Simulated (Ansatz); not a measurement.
# Zr2In2O3: one candidate of a structure search

Aim: relax a trial structure of Zr2In2O3 and see where it ends.

Method: DFT PBE, scalar-relativistic, plane waves, PAW, in Ansatz 0.2.0.

### Step 1. The starting structure

It takes space group R-3m (No. 166, trigonal). The conventional cell has a = 5.150 Å, b = 5.150 Å, c = 12.421 Å, α = 90.00°, β = 90.00°, γ = 120.00°. Zr (site symmetry -3m) is surrounded by 6 O at 2.55 Å. Zr (site symmetry -3m) is surrounded by 6 O at 2.57 Å and 2 In at 2.67 Å. Around In (site symmetry 3m) lie 3 O at 2.09 Å. O (site symmetry 2/m) has 2 In at 2.09 Å and 4 Zr at 2.55 to 2.57 Å in its first shell of neighbours.

Coordinates:

```xyz
7
Lattice="2.5748 1.4865 4.1403 -2.5748 1.4865 4.1403 0.0000 -2.9731 4.1403" Properties=species:S:1:pos:R:3 pbc="T T T"
Zr    0.0000    0.0000    6.2105
Zr    0.0000    0.0000    0.0000
In    0.0000    0.0000    2.6705
In    0.0000    0.0000    9.7505
O    -1.2874   -0.7433    4.1403
O     1.2874   -0.7433    4.1403
O     0.0000    1.4865    4.1403
```

The cell is invented: species swapped into a database cell of Ni3Sn2S2 (R-3m, No. 166), with O on the Ni sites, Zr on the Sn sites and In on the S sites. Its size is a rough estimate.

### Step 2. The guess as it stands, on a coarse mesh

input.yaml

```yaml
crystal:
  lattice:
    - [2.57476207, 1.48653957, 4.14034925]
    - [-2.57476207, 1.48653957, 4.14034925]
    - [0.0, -2.97307915, 4.14034925]
  atoms:
    - { symbol: Zr, position: [0.5, 0.5, 0.5] }
    - { symbol: Zr, position: [0.0, 0.0, 0.0] }
    - { symbol: In, position: [0.215, 0.215, 0.215] }
    - { symbol: In, position: [0.785, 0.785, 0.785] }
    - { symbol: O, position: [0.0, 0.5, 0.5] }
    - { symbol: O, position: [0.5, 0.0, 0.5] }
    - { symbol: O, position: [0.5, 0.5, 0.0] }
basis:
  ecutwfc: 420
kpoints:
  mp_grid: { grid: [6, 6, 6] }
hamiltonian:
  xc: pbe
scf:
  occupations: { method: gaussian, width: 0.1 }
  lower_state_search: "off"
output:
  forces: true
  stress: true
  eigenvalues: true
```

Run with:

```bash
> ansatz run input.yaml --threads 1 --pin off --max-ram 2560MiB --backend cpu --events-out ev --progress --plain --runs-dir out
```

The program printed, shortened:

```text
[...]
SCF converged after 7 iterations
Free energy (F): -21265.614479 eV
[...]
E sigma→0 (E₀):  -21265.610802 eV
Entropy (-TS):   -0.007352 eV (-1.050 meV/atom)
Fermi energy:    15.721389 eV
[...]
--- Forces (eV/Å), atoms counted from 1 ---
  atom   1  Zr     0.00000000     0.00000000     0.00000000
  atom   2  Zr     0.00000000    -0.00000000     0.00000000
  atom   3  In     0.00000000     0.00000000    -0.78701449
  atom   4  In     0.00000000    -0.00000000     0.78701449
  atom   5  O     -0.00000000     0.00000000    -0.00000000
  atom   6  O      0.00000000     0.00000000     0.00000000
  atom   7  O      0.00000000    -0.00000000     0.00000000
[...]
--- Stress (GPa, compression-positive) ---
       14.374350      -0.000000       0.000000
       -0.000000      14.374350      -0.000000
        0.000000      -0.000000      18.674697
  P = ⅓ Tr σ = 15.8078 GPa (158.078 kbar)
--- Band table (eV; the first three rows and the last of 32) ---
[...]
```

It took 9 s on 1 thread of Intel Xeon at 2.70GHz, shared host; peak memory 0.45 GiB.

The probe gives pressure 15.8 GPa, largest force 0.79 eV/Å, gap on this mesh none (metal). A guess like this is first relaxed loosely on the coarse mesh.

### Step 3. Rough relaxation on the coarse mesh

input.yaml: that of step 2 with these lines changed.

```diff
@@ -26 +26,6 @@
   eigenvalues: true
+relax:
+  adjacent_minimum: "off"
+  f_tol: 0.04
+  max_steps: 70
+  cell: { stress_tol: 0.4 }
```

Run with:

```bash
> ansatz run input.yaml --threads 1 --pin off --max-ram 2560MiB --backend cpu --events-out ev --progress --plain --runs-dir out
```

The program printed:

```text
Warning: RAYON_NUM_THREADS=1 ignored (pool sized by the plan → 1); use --threads N
Engine: ansatz 0.2.0, x86_64-unknown-linux-gnu
Pseudopotentials: kind: paw
Pseudopotential: Zr, paw, valence charge 12, recommended cutoff 420 eV (normal), Zr.paw.azcp
Pseudopotential: In, paw, valence charge 13, recommended cutoff 420 eV (normal), In.paw.azcp
Pseudopotential: O, paw, valence charge 6, recommended cutoff 420 eV (normal), O.paw.azcp
Functional definition: PBE
  parameter kappa = 0.804
  parameter beta = 0.06672455060314922
  exchange = pbe_x(kappa = kappa, mu = beta*pi^2/3)
  correlation = pbe_c(beta = beta)
Crystal: 7 atoms, lattice volume = 95.083 Å³
Basis set: ecut = 420 eV, 1861 PW (Γ), exchange–correlation on 72×72×72 points (8 copies of the dense FFT grid, shifted against one another)
Bands: 41, of which v1, the nominal top of the filled ones, is band 34 counted from 1 (33 counted from 0)
Symmetry: 12 space group operations
Space group: R-3m (ITA 166), of the structure as read, at distance tolerance 4.6e-5 Å
k-points: 32 of 216
Non-local potential: Zr, projectors of the file, l = 0: 3, l = 1: 2, l = 2: 2, l = 3: 2
Non-local potential: In, projectors of the file, l = 0: 2, l = 1: 2, l = 2: 2, l = 3: 2
Non-local potential: O, projectors of the file, l = 0: 2, l = 1: 2, l = 2: 1
PAW form: soft (Blöchl's): semilocal exchange-correlation on the pseudo side does not see the compensation charge
PAW one-centre angular grid: Zr, 590 points (default); XC on 64 Gauss nodes
PAW one-centre angular grid: In, 590 points (default); XC on 64 Gauss nodes
PAW one-centre angular grid: O, 110 points (default); XC on 64 Gauss nodes
Initial density: superposition of atomic densities (neutral atoms: chi_scale 0, normalization atom), corrected by the library's trained network
Initial wavefunctions: pseudopotential atomic-orbital guess
Functional: x = pbe(κ = 0.804, μ = 0.2195149727645171), c = pbe(β = 0.06672455060314922)
SCF iter   1: F=—  HF=-21265.633190 eV  |F-HF|=—  |Δ(HF+E_count)|=         —  Δρ=9.55e-3  dr2=1.02e-1  ethr=1.77e-3  ⟨swp⟩=5.8  Hψ=5206  notcnv=0
preconditioner: auto → Kerker (q_TF=auto, 2.580 Å⁻¹)  [metal: Δε(μ)=0.123 eV  Ē_g=15.329 eV  σ=0.100 eV  W_gap=0.47  n_scr=26 (ndim 8)  ℏωp=30.5 eV  f_vac=0.000  D(μ)=1.35/eV (n_scr^D=8)]
SCF iter   2: F=—  HF=-21265.619453 eV  |F-HF|=—  |Δ(HF+E_count)|=   1.37e-2  Δρ=4.59e-3  dr2=2.62e-2  ethr=1.50e-4  ⟨swp⟩=1.0  Hψ=1568  notcnv=0
preconditioner: auto → Resta (q_TF=auto, 2.580 Å⁻¹)  ε∞=5.0  [insulator: Δε(μ)=0.141 eV  Ē_g=15.298 eV  σ=0.100 eV  W_gap=0.59  n_scr=26 (ndim 8)  ℏωp=30.5 eV  f_vac=0.000  D(μ)=1.41/eV (n_scr^D=8)  ε∞_Penn≈5.0]
SCF iter   3: F=—  HF=-21265.614634 eV  |F-HF|=—  |Δ(HF+E_count)|=   4.82e-3  Δρ=9.16e-4  dr2=1.08e-3  ethr=3.85e-5  ⟨swp⟩=2.2  Hψ=1794  notcnv=0
SCF iter   4: F=—  HF=-21265.614498 eV  |F-HF|=—  |Δ(HF+E_count)|=   1.35e-4  Δρ=2.49e-4  dr2=4.83e-5  ethr=1.58e-6  ⟨swp⟩=2.2  Hψ=1968  notcnv=0
SCF iter   5: F=—  HF=-21265.614478 eV  |F-HF|=—  |Δ(HF+E_count)|=   1.99e-5  Δρ=4.91e-5  dr2=2.39e-6  ethr=7.10e-8  ⟨swp⟩=2.0  Hψ=2096  notcnv=0  defer=1
SCF iter   6: F=—  HF=-21265.614479 eV  |F-HF|=—  |Δ(HF+E_count)|=   5.26e-8  Δρ=1.15e-5  dr2=1.05e-7  ethr=3.51e-9  ⟨swp⟩=2.3  Hψ=2284  notcnv=0  defer=2
SCF iter   7: F=-21265.614479 eV  HF=-21265.614479 eV  |F-HF|=3.85e-9  |Δ(HF+E_count)|=   6.57e-9  Δρ=3.01e-6  dr2=8.18e-9  ethr=1.47e-10  ⟨swp⟩=8.8  Hψ=4959  notcnv=0
SCF 1 converged in 7 iterations: F = -21265.614479 eV  dr2 = 8.18e-9
relax step   1: F+E_penalty+E_count = -21265.61447851 eV  Δ(F+E_penalty+E_count) = +0.000e0 eV  max|allowed force component| = 7.870e-1 eV/Å  Δτ_max = 0.0000 Å  P = +15.808 GPa  Ω = 95.083 Å³  (7 SCF iters, dr2 threshold 1.00e-7 eV, accepted)
Crystal: 7 atoms, lattice volume = 109.057 Å³
Basis set: ecut = 420 eV, 2097 PW (Γ), exchange–correlation on 72×72×72 points (8 copies of the dense FFT grid, shifted against one another)
Initial density: handed on by an earlier stage of this run
Initial wavefunctions: those handed on with the density
iter 1 solved again at ethr=5.69e-4 eV; its pass at ethr=3.10e-3 eV (dr2=3.87e-1 eV) is discarded
SCF iter   1: F=—  HF=-21265.966484 eV  |F-HF|=—  |Δ(HF+E_count)|=         —  Δρ=1.27e-2  dr2=3.86e-1  ethr=5.69e-4  ⟨swp⟩=1.0  Hψ=7134  notcnv=0
preconditioner: auto → Kerker (q_TF=auto, 2.522 Å⁻¹)  [metal: Δε(μ)=0.021 eV  Ē_g=11.474 eV  σ=0.100 eV  W_gap=0.12  n_scr=26 (ndim 8)  ℏωp=25.6 eV  f_vac=0.000  D(μ)=2.10/eV (n_scr^D=14)]
SCF iter   2: F=—  HF=-21265.901923 eV  |F-HF|=—  |Δ(HF+E_count)|=   6.46e-2  Δρ=7.11e-3  dr2=1.54e-1  ethr=5.68e-4  ⟨swp⟩=1.1  Hψ=1314  notcnv=0
SCF iter   3: F=—  HF=-21265.859536 eV  |F-HF|=—  |Δ(HF+E_count)|=   4.24e-2  Δρ=2.02e-3  dr2=9.71e-3  ethr=2.27e-4  ⟨swp⟩=2.0  Hψ=2258  notcnv=0
SCF iter   4: F=—  HF=-21265.856871 eV  |F-HF|=—  |Δ(HF+E_count)|=   2.66e-3  Δρ=5.91e-4  dr2=8.17e-4  ethr=1.43e-5  ⟨swp⟩=2.0  Hψ=2404  notcnv=0
SCF iter   5: F=—  HF=-21265.856654 eV  |F-HF|=—  |Δ(HF+E_count)|=   2.17e-4  Δρ=1.86e-4  dr2=7.32e-5  ethr=1.20e-6  ⟨swp⟩=2.0  Hψ=1681  notcnv=0
SCF iter   6: F=—  HF=-21265.856642 eV  |F-HF|=—  |Δ(HF+E_count)|=   1.22e-5  Δρ=7.72e-5  dr2=8.01e-6  ethr=1.08e-7  ⟨swp⟩=2.0  Hψ=1685  notcnv=0
SCF iter   7: F=-21265.856640 eV  HF=-21265.856641 eV  |F-HF|=3.11e-7  |Δ(HF+E_count)|=   1.46e-6  Δρ=2.00e-5  dr2=5.02e-7  ethr=1.03e-9  ⟨swp⟩=7.2  Hψ=6496  notcnv=0
SCF 2 converged in 7 iterations: F = -21265.856640 eV  dr2 = 5.02e-7
relax step   2: F+E_penalty+E_count = -21265.85664026 eV  Δ(F+E_penalty+E_count) = -2.422e-1 eV  max|allowed force component| = 9.051e-1 eV/Å  Δτ_max = 0.0619 Å  P = -4.525 GPa  Ω = 109.057 Å³  energy of the carried Pulay correction = -3.868e-2 eV  (7 SCF iters, dr2 threshold 7.00e-7 eV, accepted)
Crystal: 7 atoms, lattice volume = 104.879 Å³
Basis set: ecut = 420 eV, 2061 PW (Γ), exchange–correlation on 72×72×72 points (8 copies of the dense FFT grid, shifted against one another)
iter 1 solved again at ethr=9.41e-5 eV; its pass at ethr=3.10e-3 eV (dr2=6.40e-2 eV) is discarded
SCF iter   1: F=—  HF=-21266.007587 eV  |F-HF|=—  |Δ(HF+E_count)|=         —  Δρ=6.17e-3  dr2=6.41e-2  ethr=9.41e-5  ⟨swp⟩=1.1  Hψ=6794  notcnv=0
preconditioner: auto → Kerker (q_TF=auto, 2.538 Å⁻¹)  [metal: Δε(μ)=0.076 eV  Ē_g=14.762 eV  σ=0.100 eV  W_gap=0.36  n_scr=26 (ndim 8)  ℏωp=29.0 eV  f_vac=0.000  D(μ)=1.68/eV (n_scr^D=14)]
SCF iter   2: F=—  HF=-21265.997101 eV  |F-HF|=—  |Δ(HF+E_count)|=   1.05e-2  Δρ=2.89e-3  dr2=1.76e-2  ethr=9.41e-5  ⟨swp⟩=1.0  Hψ=1313  notcnv=0
SCF iter   3: F=—  HF=-21265.993144 eV  |F-HF|=—  |Δ(HF+E_count)|=   3.96e-3  Δρ=6.62e-4  dr2=1.07e-3  ethr=2.60e-5  ⟨swp⟩=2.0  Hψ=2030  notcnv=0
SCF iter   4: F=—  HF=-21265.992861 eV  |F-HF|=—  |Δ(HF+E_count)|=   2.82e-4  Δρ=2.24e-4  dr2=9.46e-5  ethr=1.58e-6  ⟨swp⟩=2.5  Hψ=1917  notcnv=0
SCF iter   5: F=—  HF=-21265.992845 eV  |F-HF|=—  |Δ(HF+E_count)|=   1.62e-5  Δρ=7.70e-5  dr2=1.28e-5  ethr=1.39e-7  ⟨swp⟩=2.0  Hψ=2009  notcnv=0
SCF iter   6: F=—  HF=-21265.992842 eV  |F-HF|=—  |Δ(HF+E_count)|=   2.98e-6  Δρ=2.76e-5  dr2=9.71e-7  ethr=1.88e-8  ⟨swp⟩=2.0  Hψ=1725  notcnv=0
SCF iter   7: F=-21265.992842 eV  HF=-21265.992842 eV  |F-HF|=3.29e-8  |Δ(HF+E_count)|=   2.40e-7  Δρ=5.96e-6  dr2=5.70e-8  ethr=1.03e-9  ⟨swp⟩=5.2  Hψ=4767  notcnv=0
SCF 3 converged in 7 iterations: F = -21265.992842 eV  dr2 = 5.70e-8
relax step   3: F+E_penalty+E_count = -21265.99284203 eV  Δ(F+E_penalty+E_count) = -1.362e-1 eV  max|allowed force component| = 2.197e-1 eV/Å  Δτ_max = 0.0472 Å  P = -0.491 GPa  Ω = 104.879 Å³  energy of the carried Pulay correction = -2.768e-2 eV  (7 SCF iters, dr2 threshold 7.00e-7 eV, accepted)
[... 11 lines left out ...]
relax step   4: F+E_penalty+E_count = -21265.99895898 eV  Δ(F+E_penalty+E_count) = -6.117e-3 eV  max|allowed force component| = 1.212e-2 eV/Å  Δτ_max = 0.0120 Å  P = +0.172 GPa  Ω = 104.105 Å³  energy of the carried Pulay correction = -2.559e-2 eV  (6 SCF iters, dr2 threshold 7.00e-7 eV, accepted)
[... 11 lines left out ...]
relax step   5: F+E_penalty+E_count = -21266.03854716 eV  Δ(F+E_penalty+E_count) = -3.959e-2 eV  max|allowed force component| = 1.352e-2 eV/Å  Δτ_max = 0.0000 Å  P = +0.694 GPa  Ω = 104.105 Å³  stress off target by 7.63e-1 GPa  SCF on the basis re-selected at this cell (its energy is not comparable with the rows above)  (6 SCF iters)
[... 12 lines left out ...]
relax step   6: F+E_penalty+E_count = -21266.03829914 eV  Δ(F+E_penalty+E_count) = +2.480e-4 eV  max|allowed force component| = 2.222e-3 eV/Å  Δτ_max = 0.0013 Å  P = +0.055 GPa  Ω = 104.632 Å³  energy of the carried Pulay correction = -1.429e-3 eV  (6 SCF iters, dr2 threshold 7.00e-7 eV, accepted)
iter 1 solved again at ethr=7.96e-9 eV; its pass at ethr=3.10e-3 eV (dr2=5.41e-6 eV) is discarded
SCF iter   1: F=—  HF=-21266.039642 eV  |F-HF|=—  |Δ(HF+E_count)|=         —  Δρ=5.05e-5  dr2=2.12e-7  ethr=7.96e-9  ⟨swp⟩=3.9  Hψ=9102  notcnv=0
preconditioner: auto → Kerker (q_TF=auto, 2.539 Å⁻¹)  [metal: Δε(μ)=0.062 eV  Ē_g=14.816 eV  σ=0.100 eV  W_gap=0.31  n_scr=26 (ndim 8)  ℏωp=29.0 eV  f_vac=0.000  D(μ)=1.72/eV (n_scr^D=14)]
SCF iter   2: F=—  HF=-21266.039655 eV  |F-HF|=—  |Δ(HF+E_count)|=   1.29e-5  Δρ=2.52e-5  dr2=4.50e-8  ethr=3.12e-10  ⟨swp⟩=2.0  Hψ=2096  notcnv=0
iter 3 did not close the SCF: its close was put off for the readings that it lacked (scf_convergence_deferred on its scf_iter line)
SCF iter   3: F=-21266.039657 eV  HF=-21266.039657 eV  |F-HF|=4.86e-8  |Δ(HF+E_count)|=   1.83e-6  Δρ=4.58e-6  dr2=2.68e-9  ethr=6.62e-11  ⟨swp⟩=2.0  Hψ=2072  notcnv=0
iter 4 did not close the SCF: its close was put off for the readings that it lacked (scf_convergence_deferred on its scf_iter line)
SCF iter   4: F=-21266.039657 eV  HF=-21266.039657 eV  |F-HF|=1.67e-10  |Δ(HF+E_count)|=   4.89e-8  Δρ=3.15e-7  dr2=8.49e-11  ethr=3.94e-12  ⟨swp⟩=2.0  Hψ=2085  notcnv=0
iter 5 did not close the SCF: its close was put off for the readings that it lacked (scf_convergence_deferred on its scf_iter line)
SCF iter   5: F=-21266.039657 eV  HF=-21266.039657 eV  |F-HF|=1.46e-11  |Δ(HF+E_count)|=  2.00e-10  Δρ=7.65e-8  dr2=1.19e-11  ethr=1.00e-12  ⟨swp⟩=1.0  Hψ=1312  notcnv=0
iter 6 did not close the SCF: its close was put off for the readings that it lacked (scf_convergence_deferred on its scf_iter line)
SCF iter   6: F=-21266.039657 eV  HF=-21266.039657 eV  |F-HF|=0.00e0  |Δ(HF+E_count)|=  1.09e-11  Δρ=2.32e-8  dr2=1.06e-12  ethr=1.00e-12  ⟨swp⟩=1.0  Hψ=1312  notcnv=0
SCF iter   7: F=-21266.039657 eV  HF=-21266.039657 eV  |F-HF|=7.28e-12  |Δ(HF+E_count)|=  3.64e-12  Δρ=6.40e-9  dr2=7.76e-14  ethr=1.00e-12  ⟨swp⟩=1.0  Hψ=2752  notcnv=0
SCF 7 converged in 7 iterations: F = -21266.039657 eV  dr2 = 7.76e-14
relax step   7: F+E_penalty+E_count = -21266.03965662 eV  Δ(F+E_penalty+E_count) = -1.357e-3 eV  max|allowed force component| = 2.205e-3 eV/Å  Δτ_max = 0.0000 Å  P = +0.062 GPa  Ω = 104.632 Å³  stress off target by 7.69e-2 GPa  SCF on the basis re-selected at this cell (its energy is not comparable with the rows above)  (7 SCF iters)
basis re-selected at this cell: Δ(F+E_penalty+E_count) = -1.357e-3 eV, ΔP = +0.006 GPa vs the last step (what re-selecting the basis moved, of the pressure what is left beyond the Pulay correction that the steps carried, after the strain that the cell walked since its last selection, with what the two solves' SCF thresholds leave and, on support functions, any second-order correction that the steps lacked; it is no measure of the basis error at this ecutwfc). This SCF's stress stands 7.69e-2 GPa from its target on what of the cell is left free (relax.cell.stress_tol is 4.00e-1 GPa) and its largest allowed force component is 2.21e-3 eV/Å (relax.f_tol is 4.00e-2 eV/Å): within both
SCF converged after 7 iterations
Free energy (F): -21266.039657 eV
Harris-Foulkes:  -21266.039657 eV  (|F-HF|=7.28e-12)
Internal energy: -21266.031075 eV  (E = F + TS)
E sigma→0 (E₀):  -21266.035366 eV
Entropy (-TS):   -0.008582 eV (-1.226 meV/atom)
Fermi energy:    13.955583 eV
--- Per-component energies (eV) ---
  E_band       = -106.252555
  E_kinetic    = 1675.028664
  E_local      = -3906.299926  (includes V_loc(G=0)·N_el)
  E_nonlocal   = 1040.986075
  E_hartree    = 1412.046472
  E_xc         = -975.480550
  E_vxc        = -863.622883  (∫ρ·V_xc dr)
  E_paw        = -14693.321467  (= ΣΔE_a)
  E_vpaw       = -876.444716  (= ΣTr[D̂ρ^β])
  E_aug_tail   = 0.007292  (compensation charges beyond the density's cutoff)
  E_ewald      = -5818.997636
  E_smearing   = -0.008582  (= −TS)
  E_closure    = 0.000000  (closes the sum)
  Σ components = -21266.039657   (vs F -21266.039657, Δ=0.00e0)
--- Forces (eV/Å), atoms counted from 1 ---
  atom   1  Zr     0.00000000     0.00000000    -0.00000000
  atom   2  Zr     0.00000000     0.00000000    -0.00000000
  atom   3  In     0.00000000     0.00000000    -0.00220508
  atom   4  In     0.00000000    -0.00000000     0.00220508
  atom   5  O      0.00000000     0.00000000     0.00000000
  atom   6  O     -0.00000000    -0.00000000    -0.00000000
  atom   7  O     -0.00000000    -0.00000000     0.00000000
  max |Σ_I F_I| component: 3.70e-17 eV/Å
--- Stress (GPa, compression-positive) ---
        0.053879       0.000000       0.000000
        0.000000       0.053879      -0.000000
        0.000000      -0.000000       0.076856
  P = ⅓ Tr σ = 0.0615 GPa (0.615 kbar)
--- Band table (eV; the first three rows and the last of 32) ---
  k-point 0: bands = ["-36.3851", "-36.2337", "-14.4179", "-14.3664", "-14.3664", "-14.2690", "-14.2690", "-14.1063", "-5.9371", "-4.9692", "-4.9692", "-0.7446", "-0.7446", "-0.6638", "-0.6638", "-0.6533", "-0.5891", "-0.5760", "-0.5760", "-0.1595", "-0.1595", "5.8583", "6.8392", "8.6406", "8.7642", "8.7642", "9.4508", "9.4508", "11.0529", "11.1770", "11.1770", "11.6772", "11.6772", "14.2000", "14.2000", "14.2978", "15.1122", "15.2015", "15.2015", "15.5104", "16.2850"]
  k-point 1: bands = ["-36.3850", "-36.2338", "-14.4184", "-14.3626", "-14.3608", "-14.2792", "-14.2760", "-14.1084", "-5.8582", "-5.0054", "-4.9609", "-0.7800", "-0.7332", "-0.6888", "-0.6822", "-0.6565", "-0.5819", "-0.5704", "-0.5604", "-0.2174", "-0.0932", "5.9667", "7.0953", "8.5765", "8.6754", "8.7514", "9.1853", "9.2357", "10.6857", "11.0809", "11.2225", "11.5615", "11.7177", "14.0174", "14.5038", "14.5251", "14.9945", "15.2513", "15.5125", "15.8223", "16.0836"]
  k-point 2: bands = ["-36.3846", "-36.2341", "-14.4196", "-14.3512", "-14.3454", "-14.3031", "-14.2942", "-14.1124", "-5.6633", "-5.1149", "-4.9443", "-0.8596", "-0.7162", "-0.6884", "-0.6652", "-0.6569", "-0.5777", "-0.5760", "-0.5709", "-0.3399", "0.0239", "6.2629", "7.5491", "8.2559", "8.6014", "8.6861", "9.0484", "9.1686", "10.0230", "10.2329", "10.6874", "11.5277", "12.6164", "13.8386", "14.4780", "14.5865", "15.0139", "15.0459", "15.5903", "16.3372", "16.4418"]
  k-point 31: bands = ["-36.3843", "-36.2342", "-14.4385", "-14.3365", "-14.3365", "-14.3058", "-14.3058", "-14.1180", "-5.7509", "-4.9180", "-4.9180", "-0.8927", "-0.8927", "-0.6654", "-0.6654", "-0.6607", "-0.6194", "-0.5818", "-0.5818", "0.0699", "0.0699", "4.6054", "7.2437", "8.0021", "8.0021", "8.7767", "8.7767", "11.0389", "11.0821", "11.4458", "11.5694", "11.5694", "13.8159", "13.8159", "13.8280", "13.8280", "14.6832", "14.6832", "15.1942", "16.5065", "16.7089"]
--- Relaxed structure (5 steps of the walk, 5 accepted, 2 SCFs on fresh bases) ---
  F+E_penalty+E_count = -21266.03965662 eV   max|allowed force component| = 2.205e-3 eV/Å   (the final SCF, on the basis selected at the relaxed cell)
  cell:  # Å, volume = 104.6322 Å³
    - [2.664264280328087, 1.5382136977268255, 4.255202839438424]
    - [-2.664264280328087, 1.5382136977268255, 4.255202839438424]
    - [6.4324206768841645e-34, -3.0764274005923515, 4.2552028375808355]
  atoms:
    - { symbol: Zr, position: [0.5000000000000001, 0.5000000000000001, 0.5000000000000001] }
    - { symbol: Zr, position: [-1.596114237003716e-19, -1.5961142370037128e-19, -1.596114237424611e-19] }
    - { symbol: In, position: [0.21531820261153595, 0.21531820261153595, 0.21531820261153597] }
    - { symbol: In, position: [0.7846817973884643, 0.7846817973884643, 0.7846817973884644] }
    - { symbol: O, position: [5.551115123125783e-17, 0.5, 0.5000000000000001] }
    - { symbol: O, position: [0.5, 5.551115123125783e-17, 0.5000000000000001] }
    - { symbol: O, position: [0.5, 0.5, 5.551115123125783e-17] }
```

Wall time 57 s (1 thread of Intel Xeon at 2.70GHz, shared host); peak memory 0.48 GiB.

Step by step:

```
step  energy from step 1 (eV/cell)  largest force component (eV/Å)  pressure (GPa)  volume (Å³)
   1                        0.0000                          0.7870           15.81        95.08
   2                       -0.2422                          0.9051           -4.53       109.06
   3                       -0.3784                          0.2197           -0.49       104.88
   4                       -0.3845                          0.0121            0.17       104.10
   5                       -0.4241                          0.0135            0.69       104.10
   6                       -0.4238                          0.0022            0.06       104.63
   7                       -0.4252                          0.0022            0.06       104.63
```

Step 1 is the start. Steps 5, 7 each repeat the geometry before them on a plane-wave basis chosen anew, so the energy can jump there without any move.

Lengths and angles in the start's conventional setting:

|  | before | after | change |
| --- | --- | --- | --- |
| a (Å) | 5.150 | 5.329 | +3.5 % |
| b (Å) | 5.150 | 5.329 | +3.5 % |
| c (Å) | 12.421 | 12.766 | +2.8 % |
| volume (Å³/atom) | 13.58 | 14.95 | +10.0 % |
| shortest distance (Å) | 2.090 | 2.153 | +3.0 % |
| space group (0.01 Å) | R-3m | R-3m | same |

Forces and stress were held to the start's 12 operations: a distortion of lower symmetry was not tested.

(Part 1 of 2 ends here.)
